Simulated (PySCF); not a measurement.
# CuH₃⁻: from HF to coupled cluster and rigid scans

How much do the numbers for CuH₃⁻ (doublet) hang on the method? All levels run at one geometry, the PBE0 minimum. Rigid scans about the minimum follow.

Program: PySCF 2.14.0. Level of theory: several methods, basis Cu def2-TZVPD, H def2-TZVPD, no relativity, density fitting. These are calculated values, not measurements.

**1. Where the work starts**

4 atoms, charge -1, spin multiplicity 2.

Bond lengths: Cu1–H2 1.576 Å, Cu1–H3 1.580 Å, Cu1–H4 1.580 Å. Angles: H2–Cu1–H3 98.6°, H2–Cu1–H4 98.6°, H3–Cu1–H4 162.9°.

Coordinates in bohr (charge -1 multiplicity 2):
```
Cu   -0.0319    0.0000    0.0000
H     2.9456    0.0000    0.0000
H    -0.4763    2.9525    0.0000
H    -0.4764   -2.9525    0.0000
```

**2. PBE0**

The steps are one call of a driver around PySCF; scf.py gives each level's set-up. Each SCF starts from the density of the minimum. The driver also runs the species with one electron less or more at the same geometry (one less: multiplicity 1); their logs are not shown.

scf.py reads:

```python
from pyscf import gto, scf, dft
mol = gto.M(atom='''
Cu    -0.016889     0.000000     0.000000
H      1.558763    -0.000024    -0.000010
H     -0.252071     1.562406     0.000002
H     -0.252119    -1.562398     0.000002''',
    basis={'Cu': 'def2-TZVPD', 'H': 'def2-TZVPD'},
    charge=-1, spin=1)
mf = dft.UKS(mol, xc='PBE0')
mf.grids.atom_grid = (99, 590)
aux = {'Cu': 'def2-universal-JKFIT', 'H': 'def2-universal-JKFIT'}
mf = mf.density_fit(auxbasis=aux)
mf.kernel()
```

**3. HF**

Changes to scf.py since step 2:

```diff
@@ -9,2 +9 @@
-mf = dft.UKS(mol, xc='PBE0')
-mf.grids.atom_grid = (99, 590)
+mf = scf.UHF(mol)
```

**4. MP2**

Changes to scf.py since step 3:

```diff
@@ -12,0 +13,2 @@
+from pyscf.mp import dfump2
+dfump2.DFUMP2(mf, frozen=5).kernel()  # the driver gives MP2 a fitting basis of its own (RI)
```

**5. PBE**

Changes to scf.py since step 4:

```diff
@@ -9 +9,2 @@
-mf = scf.UHF(mol)
+mf = dft.UKS(mol, xc='PBE')
+mf.grids.atom_grid = (99, 590)
@@ -13,2 +13,0 @@
-from pyscf.mp import dfump2
-dfump2.DFUMP2(mf, frozen=5).kernel()  # the driver gives MP2 a fitting basis of its own (RI)
```

**6. CCSD(T)**

Changes to scf.py since step 5:

```diff
@@ -9,2 +9 @@
-mf = dft.UKS(mol, xc='PBE')
-mf.grids.atom_grid = (99, 590)
+mf = scf.UHF(mol)
@@ -13,0 +13,3 @@
+from pyscf import cc
+mycc = cc.CCSD(mf, frozen=5).run()
+mycc.ccsd_t()
```

**7. r2SCAN**

Changes to scf.py since step 6:

```diff
@@ -9 +9,2 @@
-mf = scf.UHF(mol)
+mf = dft.UKS(mol, xc='R2SCAN')
+mf.grids.atom_grid = (99, 590)
@@ -13,3 +13,0 @@
-from pyscf import cc
-mycc = cc.CCSD(mf, frozen=5).run()
-mycc.ccsd_t()
```

**8. B3LYP**

Changes to scf.py since step 7:

```diff
@@ -9 +9 @@
-mf = dft.UKS(mol, xc='R2SCAN')
+mf = dft.UKS(mol, xc='B3LYP')
```

**9. TPSSh**

Changes to scf.py since step 8:

```diff
@@ -9 +9 @@
-mf = dft.UKS(mol, xc='B3LYP')
+mf = dft.UKS(mol, xc='TPSSH')
```

**10. CAM-B3LYP**

Changes to scf.py since step 9:

```diff
@@ -9 +9 @@
-mf = dft.UKS(mol, xc='TPSSH')
+mf = dft.UKS(mol, xc='CAMB3LYP')
```

**11. M06-2X**

Changes to scf.py since step 10:

```diff
@@ -9 +9 @@
-mf = dft.UKS(mol, xc='CAMB3LYP')
+mf = dft.UKS(mol, xc='M062X')
```

**13. Breathing scan**

A rigid scan with PBE0: all bonds to the central atom are scaled together. Each point starts from its neighbour's orbitals, and energies count from the minimum. Dipoles of the ion refer to the centre of mass.

**14. Stretching one bond**

A rigid scan with PBE0: the bond from Cu to the last atom (H) is scaled and the rest held.

(Steps that only read results are left out.)

Q: Predict the outcome of this session. Wanted: vertical ionisation energy, CCSD(T); orbital gap, range; T1, D1; T1, D1 of the species with one electron less; all bonds 4 % longer; one bond 20 % longer.

As calculated:

| quantity | value |
| --- | --- |
| vertical ionisation energy, CCSD(T) | 1.94 eV |
| orbital gap, range | 0.90 (PBE) to 8.19 (HF) eV |
| T1, D1 | 0.074, 0.465 |
| T1, D1 of the species with one electron less | 0.024, 0.061 |
| all bonds 4 % longer | 4.8 kJ/mol |
| one bond 20 % longer | 27.0 kJ/mol |

For the vertical ionisation energy, PBE comes nearest to CCSD(T) (+0.15 eV) and MP2 is farthest (-2.03 eV). PBE costs 7.6 s against 78 s for CCSD(T), a factor of about 10, and lands within 0.15 eV. The PBE orbital energy is a poor guide to ionisation (-0.9 eV, 2.8 eV too small); the difference of PBE energies gives 2.1 eV. T1 is large, so single-reference CCSD(T) is itself in doubt here. The well is lopsided, 5.9 kJ/mol for 4 % shorter bonds against 4.8 for 4 % longer ones. Open d and f shells are described by one determinant, and the ground state may have another occupation or spin.
